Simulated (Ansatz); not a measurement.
# C2H6N2Se: the cost of one run

Program: Ansatz 0.2.0 through its Python package. The levels of theory stand in the script. These are calculated values, not measurements.

### 1 Starting point

Bond lengths: N1–C2 1.430 Å, C2–N3 1.434 Å, N3–C4 1.467 Å, C2–Se5 1.962 Å, C4–Se5 2.005 Å, N1–H6 1.113 Å, N1–H7 1.068 Å, C2–H8 1.069 Å, N3–H9 1.103 Å, C4–H10 1.045 Å, C4–H11 1.109 Å. Angles (14 of 19 angles, heavy atoms first): N1–C2–N3 110.3°, N1–C2–Se5 113.4°, N3–C2–Se5 98.0°, C2–N3–C4 99.2°, N3–C4–Se5 95.0°, C2–Se5–C4 67.7°, N1–C2–H8 112.0°, N3–C2–H8 109.6°, Se5–C2–H8 112.6°, C2–N1–H6 107.0°, C2–N1–H7 111.2°, C2–N3–H9 110.7°, C4–N3–H9 106.9°, N3–C4–H10 115.0°.

Input file c2h6n2se.xyz:

```xyz
11

N    -0.70170    1.12500    1.04870
C    -0.68560   -0.15270    0.40740
N     0.63020   -0.72030    0.46260
C     0.92030   -0.78200   -0.97370
Se   -0.85700   -0.04870   -1.54420
H    -1.72880    1.53720    0.92710
H    -0.10620    1.83240    0.51400
H    -1.38670   -0.82920    0.84620
H     1.34440   -0.00480    0.90340
H     1.70080   -0.16560   -1.29360
H     0.93570   -1.84820   -1.27740
```

### 2 Script

The input, c2h6n2se_methods.py:

```python
"""One geometry of C2H6N2Se, method by method."""

from pathlib import Path

import ansatz as az
import numpy as np

system = az.Crystal.molecule_from_extxyz("c2h6n2se.xyz")

setup = system.calculation().basis(gaussian="def2-SVP")

print("functional    E (Ha)        dipole (D)   HOMO (eV)  LUMO (eV)")
for name in ["r2scan0", "blyp", "r2scan", "hse06", "hf", "lda"]:
    report = setup.functional(name).forces().orbitals().run(threads=1, runs_dir="runs").report
    lines = Path(report["orbitals_path"]).read_text().splitlines()
    field_of = lambda key: [line.split("=")[1].strip() for line in lines if line.startswith(key)]
    orbitals = [(27.211386 * float(e), s, float(n)) for e, s, n in zip(field_of("Ene="), field_of("Spin="), field_of("Occup="))]
    homo = max(e for e, _, n in orbitals if n > 0.5)
    lumo = min(e for e, _, n in orbitals if n < 0.5)
    dipole = 4.803205 * np.linalg.norm(report["charge_distribution"]["dipole_moment_e_ang"])
    print(f"{name:10s} {report['free_energy_ev'] / 27.211386246:14.6f} {dipole:9.3f} {homo:11.3f} {lumo:10.3f}")
```

### 3 The calls as engine input

The engine receives this input (first run):

```yaml
crystal:
  periodic: [false, false, false]
  atoms:
    - { symbol: "N", position_ang: [-0.7017, 1.125, 1.0487] }
    - { symbol: C, position_ang: [-0.6856, -0.1527, 0.4074] }
    - { symbol: "N", position_ang: [0.6302, -0.7203, 0.4626] }
    - { symbol: C, position_ang: [0.9203, -0.782, -0.9737] }
    - { symbol: Se, position_ang: [-0.857, -0.0487, -1.5442] }
    - { symbol: H, position_ang: [-1.7288, 1.5372, 0.9271] }
    - { symbol: H, position_ang: [-0.1062, 1.8324, 0.514] }
    - { symbol: H, position_ang: [-1.3867, -0.8292, 0.8462] }
    - { symbol: H, position_ang: [1.3444, -0.0048, 0.9034] }
    - { symbol: H, position_ang: [1.7008, -0.1656, -1.2936] }
    - { symbol: H, position_ang: [0.9357, -1.8482, -1.2774] }
basis:
  gaussian:
    orbitals: def2-SVP
hamiltonian:
  xc: r2scan0
output:
  orbitals: {}
  forces: true
```

### 4 Launch

Launch:

```sh
$ python c2h6n2se_methods.py
```

Q: Estimate wall time and peak memory on 1 thread of Arm Neoverse V1, shared host.

About 39 s, with a peak of 0.38 GiB.
